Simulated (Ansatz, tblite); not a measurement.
## A script for ZnClF (GFN1-xTB)

These are simulated results from tblite 0.8.0, not measurements. The cell was built from a prototype and was relaxed with r2SCAN in plane waves (Ansatz 0.2.0). It may be hypothetical. It is a single sheet, repeated along a and b, with vacuum along c. All runs are without spin polarisation.

The sheet's in-plane cell has a = 3.353 Å, b = 3.353 Å (γ = 120.0°), and its outermost atoms lie 2.31 Å apart along the normal. Zn has 3 F at 2.13 Å and 3 Cl at 2.40 Å; F has 3 Zn at 2.13 Å; Cl has 3 Zn at 2.40 Å.

tblite solves periodic systems at the zone centre alone, so the script builds a cluster of 3×3×1 conventional cells (27 atoms), which folds in a coarse mesh of k points.

Input script:

```python
import json
from ase import Atoms
from ase.build import make_supercell
from ase.units import Bohr, GPa, Hartree
from tblite.interface import Calculator

atoms = Atoms(['Zn', 'F', 'Cl'],
              cell=[[3.352721, -0.0, -0.0], [-1.67636, 2.903541, 0.0], [-0.0, 0.0, 28.349423]],
              scaled_positions=[[0.0, 0.0, 0.323536], [0.333333, 0.666667, 0.355186], [0.666667, 0.333333, 0.273679]],
              pbc=True)
cluster = make_supercell(atoms, [[3, 0, 0], [0, 3, 0], [0, 0, 1]])
calc = Calculator('GFN1-xTB', cluster.numbers, cluster.positions / Bohr, lattice=cluster.cell[:] / Bohr, periodic=cluster.pbc)
calc.set('temperature', 0.02 / Hartree)
calc.set('max-iter', 150)
res = calc.singlepoint()
levels = res.get('orbital-energies') * Hartree
nv = round(res.get('orbital-occupations').sum() / 2)
cells = len(cluster) // len(atoms)
out = {'energy_per_cell': res.get('energy') * Hartree / cells, 'homo': levels[nv - 1], 'lumo': levels[nv],
       'stress': (-res.get('virial') * Hartree / cluster.get_volume() / GPa).tolist(), 'charges': res.get('charges')[:len(atoms)].tolist(), 'electrons': 2 * nv / cells}
json.dump(out, open('results.json', 'w'))
for key, value in out.items():
    print(key, value)
```

Command: `python run.py`. It took 0.73 s on 1 thread of Arm Neoverse V2, with other jobs on the host, peak memory 0.096 GiB.

The log:

```
------------------------------------------------------------
  cycle        total energy    energy error   density error
------------------------------------------------------------
      1     -91.70938089870  -9.1655448E+01   7.3647970E-01
      2     -92.36791829345  -6.5853739E-01   3.8663215E-01
      3     -92.32634522176   4.1573072E-02   1.5714391E-01
      4     -92.36101876706  -3.4673545E-02   1.9327759E-01
      5     -92.51269308048  -1.5167431E-01   1.8632337E-02
      6     -92.51378636940  -1.0932889E-03   1.1842111E-02
      7     -92.51426067109  -4.7430169E-04   8.5002712E-03
      8     -92.51472030104  -4.5962996E-04   1.8645108E-03
      9     -92.51474314365  -2.2842604E-05   2.3516412E-04
     10     -92.51474350445  -3.6079665E-07   1.9788497E-05
------------------------------------------------------------

 total:                                   0.209 sec
energy_per_cell -279.7171553827534
homo -12.931632090429911
lumo -9.452927205372536
stress [[0.221845867282851, -4.538782546579501e-05, 3.5369707591962784e-06], [-4.5387825465809636e-05, 0.22179373239643013, -1.4180169512839566e-06], [3.5369707591589602e-06, -1.4180169513118045e-06, -0.2430230706178658]]
charges [0.7034466044566243, -0.45042100987886213, -0.25302967543262345]
electrons 16.0
```

The cycle table is in hartree for the whole cluster, and the lines after it are in eV (the energy for one cell). The printed stress is in GPa and positive in compression, and the pressure is its mean diagonal, here averaged over the vacuum too.

GFN1-xTB gives a gap of 3.48 eV. On the same cell, plane-wave PBE (Ansatz, 12×12×1 k points and the special points) gives a gap of 3.51 eV and r2SCAN a gap of 4.13 eV; on shared hosts these took about 10 and 27 core-seconds on the 3-atom cell, against 0.73 for the script. Semilocal gaps usually lie below measured ones. xTB was fitted to molecules, so gaps, charges and pressures of solids can be far off, and the gap also depends on the size of the cluster.

xTB was fitted mostly to molecules, and a small cluster samples few k points, so gaps, pressures and kinks along a curve can be far from a solid's.
